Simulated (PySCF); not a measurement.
# ErF3(NH3): other functionals and bases at one geometry

An exercise on one series of results from a longer session: the logs are not shown, and one member is left open.

Computed with PySCF 2.14.0. Level: several levels, as the steps say, no spin–orbit coupling.

5 further runs of the same task are left out: 2 for a known fault of the program, 3 that didn't finish.

**Starting geometry**

8 atoms, charge 0, spin multiplicity 1.

Bond lengths: Er1–F2 2.018 Å, Er1–F3 2.018 Å, Er1–F4 2.018 Å, Er1–N5 2.480 Å, N5–H6 1.031 Å, N5–H7 1.031 Å, N5–H8 1.031 Å. Angles: F2–Er1–F3 117.4°, F2–Er1–F4 117.4°, F2–Er1–N5 99.4°, F3–Er1–F4 117.4°, F3–Er1–N5 99.4°, F4–Er1–N5 99.4°, Er1–N5–H6 112.6°, Er1–N5–H7 112.6°, Er1–N5–H8 112.6°, H6–N5–H7 106.2°, H6–N5–H8 106.2°, H7–N5–H8 106.2°.

Geometry (Å):

| atom | x (Å) | y (Å) | z (Å) |
| --- | --- | --- | --- |
| Er1 | 0.08676 | -0.08676 | 0.08676 |
| F2 | 1.08962 | 1.34911 | 1.08962 |
| F3 | -1.34911 | -1.08962 | 1.08962 |
| F4 | 1.08962 | -1.08962 | -1.34911 |
| N5 | -1.34496 | 1.34496 | -1.34496 |
| H6 | -1.96206 | 1.96206 | -0.79602 |
| H7 | -0.79602 | 1.96206 | -1.96206 |
| H8 | -1.96206 | 0.79602 | -1.96206 |

Formal oxidation states: Er +3. Each metal's 11 4f electrons lie in its core potential, so multiplicities, spins and levels count the valence alone. An earlier session relaxed this geometry at PBE, Er lcecp-1-SVP with ECP57, F def2-SVP, N def2-SVP, H def2-SVP (singlet, point group C3v).

At PBE on the finer grid: E = -394.017855 Eh, HOMO -7.55 eV, LUMO -1.59 eV, Mulliken charge on Er1 +0.91 e, largest force component 0.009 eV/Å. 

Levels to run: B3LYP; CAM-B3LYP; BLYP; TPSSh; PBE, TZVP. Hardware: 2 threads of Arm Neoverse V2, shared host.

Set-up of the first run:

run.py (the lines that set the calculation) reads:

```python
mol = gto.M(atom='''
Er     0.08676    -0.08676     0.08676
F      1.08962     1.34911     1.08962
F     -1.34911    -1.08962     1.08962
F      1.08962    -1.08962    -1.34911
N     -1.34496     1.34496    -1.34496
H     -1.96206     1.96206    -0.79602
H     -0.79602     1.96206    -1.96206
H     -1.96206     0.79602    -1.96206''',
    basis={'Er': 'lcecp-1-SVP', 'F': 'def2-SVP', 'N': 'def2-SVP', 'H': 'def2-SVP'},
    ecp={'Er': 'lcecp-1-SVP'},
    charge=0, spin=0)
mf = dft.RKS(mol, xc='B3LYP')
mf.grids.atom_grid = (75, 302)  # f atoms: unpruned, at least (60, 302)
mf = mf.density_fit()  # fitting sets: Er AutoAux, F def2-universal-JKFIT, N def2-universal-JKFIT, H def2-universal-JKFIT
mf.conv_tol = 1e-08; mf.max_cycle = 55
mf.kernel(dm0)  # dm0: the density of the relaxed state
```

The run is started by

```
$ OMP_NUM_THREADS=2 python run.py
```

Among the steps run: B3LYP; CAM-B3LYP; BLYP; TPSSh; PBE, TZVP.

One table of the session follows, with a row left open; its other results are not shown here.

```
             level  HOMO (eV)  gap (eV)  charge on Er1 (e)  dipole (D)  largest force component (eV/Å)
PBE (relaxed here)      -7.55      5.96               0.91        6.37                            0.01
             B3LYP      -9.20      8.00               1.08        6.47                            0.20
         CAM-B3LYP          ?         ?                  ?           ?                               ?
              BLYP      -7.46      5.82               0.89        6.35                            0.14
             TPSSh      -8.42      7.35               1.11        6.43                            0.14
         PBE, TZVP      -7.77      5.93               1.45        6.39                            0.22
```

Q: Estimate the row for CAM-B3LYP from the others.

As computed: HOMO (eV): -11.04; gap (eV): 10.86; charge on Er1 (e): 1.10; dipole (D): 6.52; largest force component (eV/Å): 0.21. In the column «HOMO (eV)» it is the lowest.

In one basis the HOMO–LUMO gap runs from 5.82 eV (BLYP) to 10.86 eV (CAM-B3LYP). The largest leftover force, 0.22 eV/Å with PBE, TZVP, stands at a geometry relaxed at another level. With 4f in the core, its levels are missing from HOMO and gap, and its count is fixed, so no charge can pass from the ligands into it. Total energies of different levels can't be compared.
